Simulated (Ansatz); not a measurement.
Working through a rigid scan of one bond length of B2H5NSi, SMILES BN1B[SiH2]1

Computed with Ansatz 0.2.0, Python API.

Run as a notebook:

```python
import warnings

import ansatz as az
import numpy as np
```

```python
warnings.simplefilter("ignore", az.DeckWarning)
```

```python
molecule = (
    az.Crystal.molecule()
    .atom("B", (-0.8356, 1.1161, 0.1579))
    .atom("N", (-0.0416, 0.0983, 0.8408))
    .atom("B", (1.2859, 0.0443, 0.1091))
    .atom("Si", (-0.0282, -1.3324, -0.1272))
    .atom("H", (-2.0582, 1.0349, 0.1065))
    .atom("H", (-0.4457, 2.261, -0.0371))
    .atom("H", (2.4056, 0.5036, -0.1192))
    .atom("H", (0.4027, -2.5624, 0.5143))
    .atom("H", (-0.5964, -1.2097, -1.4622))
)
```

```python
symbols = [site.symbol for site in molecule.cartesian_sites]
start = np.array([site.position_ang for site in molecule.cartesian_sites])
axis = (start[4] - start[0]) / np.linalg.norm(start[4] - start[0])
moving = [4]
lengths, energies = [1.079, 1.128, 1.177, 1.226, 1.275, 1.324, 1.374, 1.447], []
for length in lengths:
    xyz = start.copy()
    xyz[moving] += (length - np.linalg.norm(start[4] - start[0])) * axis
    point = az.Crystal.molecule()
    for symbol, xyz in zip(symbols, xyz):
        point = point.atom(symbol, xyz.tolist())
    calculation = point.calculation()
    calculation = calculation.basis(gaussian="def2-SVP")
    calculation = calculation.functional("HF").accuracy("high")
    calculation = calculation.scf(lower_state_search="standard")
    report = calculation.run(threads=1).report
    energies.append(report["free_energy_ev"])
    print(f"r = {length:6.3f} A  E = {energies[-1]:.5f} eV  <S^2> = {abs(report['mean_field']['state']['spin_squared']):.3f}")
```

    r =  1.079 A  E = -10759.70684 eV  <S^2> = 0.000
    r =  1.128 A  E = -10759.86466 eV  <S^2> = 0.000
    r =  1.177 A  E = -10759.93730 eV  <S^2> = 0.000
    r =  1.226 A  E = -10759.94255 eV  <S^2> = 0.000
    r =  1.275 A  E = -10759.89470 eV  <S^2> = 0.000
    r =  1.324 A  E = -10759.80531 eV  <S^2> = 0.000
    r =  1.374 A  E = -10759.68096 eV  <S^2> = 0.000
    r =  1.447 A  E = -10759.45530 eV  <S^2> = 0.000

```python
# quartic fit about the minimum
fit = np.polynomial.Polynomial.fit(lengths, np.array(energies) - min(energies), 4).convert()
roots = [r.real for r in fit.deriv().roots() if abs(r.imag) < 1e-9 and fit.deriv(2)(r.real) > 0]
r_e = min(roots, key=lambda r: abs(r - lengths[int(np.argmin(energies))]))
print(f"minimum of the fit at {r_e:.4f} A, force constant {fit.deriv(2)(r_e):.2f} eV/A^2")
```

    minimum of the fit at 1.2053 A, force constant 24.53 eV/A^2

The settings weren't tested for convergence. The rest of the molecule is held rigid at a force-field or estimated start geometry, and the basis set is modest; single-reference methods fail as a bond breaks. Hartree-Fock leaves correlation out, so bond, atomisation and ionisation energies come out well too low. The orbitals are restricted, so S² is zero by construction. It ran for 20 s on 1 thread of Arm Neoverse V1 (shared host), peak memory 0.3 GiB.

(Lines on the test bed's own set-up are left out of the output.)
